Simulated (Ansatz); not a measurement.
**CH9AlSi2: how energies converge with the basis set**

How large a basis does CH9AlSi2 need? Two functionals are run in growing sets.

Program: Ansatz 0.2.0, Gaussian basis. Level of theory: one geometry, several basis sets. These are calculated values, not measurements.

Levels to be run: PBE0-D4/def2-SVP; ωB97M-V/def2-SVP; PBE0-D4/def2-QZVPP; ωB97M-V/def2-QZVPP; the functionals' def2-TZVPP values are taken from earlier runs.

### 1 The geometry

All runs share one geometry, relaxed beforehand with PBE0-D4 in a triple-zeta def2 set.

13 atoms, charge 0, spin multiplicity 1.

Atoms are counted from 1 here; the program's logs count them from 0.

Bond lengths: C1–Si2 1.889 Å, C1–H5 1.092 Å, C1–H6 1.092 Å, C1–H7 1.092 Å, Si2–Al3 2.449 Å, Si2–Si4 2.345 Å, Si2–H8 1.497 Å, Al3–H9 1.590 Å, Al3–H10 1.592 Å, Si4–H11 1.489 Å, Si4–H12 1.490 Å, Si4–H13 1.491 Å. Angles: Si2–C1–H5 110.6°, Si2–C1–H6 110.9°, Si2–C1–H7 110.9°, H5–C1–H6 107.9°, H5–C1–H7 108.2°, H6–C1–H7 108.2°, C1–Si2–Al3 115.0°, C1–Si2–Si4 109.7°, C1–Si2–H8 109.5°, Al3–Si2–Si4 107.4°, Al3–Si2–H8 109.4°, Si4–Si2–H8 105.5°, Si2–Al3–H9 120.3°, Si2–Al3–H10 121.1°, H9–Al3–H10 118.6°, Si2–Si4–H11 110.7°, Si2–Si4–H12 111.9°, Si2–Si4–H13 110.3° and more.

### 2 PBE0-D4 in def2-SVP

in.yaml

```yaml
crystal:
  periodic: [false, false, false]
  atoms:
    - {symbol: C, position_ang: [-1.240427, 1.381187, -0.536761]}
    - {symbol: Si, position_ang: [-0.229914, 0.200293, 0.537498]}
    - {symbol: Al, position_ang: [2.133040, 0.795166, 0.786633]}
    - {symbol: Si, position_ang: [-0.316003, -1.961602, -0.366024]}
    - {symbol: H, position_ang: [-0.810152, 1.453799, -1.537855]}
    - {symbol: H, position_ang: [-1.255763, 2.383709, -0.104229]}
    - {symbol: H, position_ang: [-2.271588, 1.034761, -0.632502]}
    - {symbol: H, position_ang: [-0.861068, 0.092539, 1.890153]}
    - {symbol: H, position_ang: [3.026493, 0.082956, 1.892233]}
    - {symbol: H, position_ang: [2.820545, 1.855096, -0.181650]}
    - {symbol: H, position_ang: [0.400985, -2.926853, 0.512329]}
    - {symbol: H, position_ang: [-1.717807, -2.435666, -0.541073]}
    - {symbol: H, position_ang: [0.342061, -1.989986, -1.703751]}
basis:
  gaussian: {orbitals: def2-SVP}
hamiltonian: {xc: pbe0, dispersion: d4}
output: {orbitals: {seedname: orbitals}}
```

Run with:

```sh
> ansatz run in.yaml --threads 4 --pin off --events-out ev --progress --plain --max-ram 10444MiB
```

After this run come: ωB97M-V in def2-SVP; PBE0-D4 in def2-QZVPP; ωB97M-V in def2-QZVPP.

**Question.** What will the summary of the whole plan be? Wanted: PBE0-D4: double and triple zeta above quadruple; ωB97M-V: double and triple zeta above quadruple.

As calculated:

```
                                       quantity          value
PBE0-D4: double and triple zeta above quadruple  9.85, 0.79 eV
ωB97M-V: double and triple zeta above quadruple  9.98, 0.77 eV
```

PBE0-D4 gains 9.05 eV from double to triple zeta, then 0.79 eV more. These are total energies; as a rule much of such shifts cancels in differences, which this series doesn't test.
